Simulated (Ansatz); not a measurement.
Crystal: NbTe.

```xyz
2
Lattice="3.7030 0.0000 0.0000 -1.8515 3.2069 0.0000 0.0000 0.0000 3.6942" Properties=species:S:1:pos:R:3 pbc="T T T"
Te    1.8515    1.0690    0.0000
Nb    0.0000    0.0000    1.8471
```

The cell comes from a database or a generator and needn't be the stable form of this composition.

Base run:

* Program: Ansatz 0.2.0
* Functional: LDA
* Potentials or basis: Ansatz PAW
* Cutoff: 420 eV (not typed: the program's choice for these potentials)
* k mesh: 8 × 8 × 7
* Occupations: fermi-dirac, width 0.05 eV
* Spin: no spin polarisation

Its results: band gap on the k mesh none (metal or under the smearing width); pressure -7.5 GPa.

The run is repeated on the same cell with these changes: functional from LDA to PBE; occupations from fermi-dirac, width 0.05 eV to gaussian, width 0.011 eV. What comes out?

Band gap on the k mesh none (metal or under the smearing width); pressure -0.6 GPa.

Caveats: spin-orbit coupling is left out, which moves the levels of the heavy elements (some runs); the PAW data sets come from PBE, with cores solved anew for the run's functional, which leaves a small shift of forces and pressure (some runs).
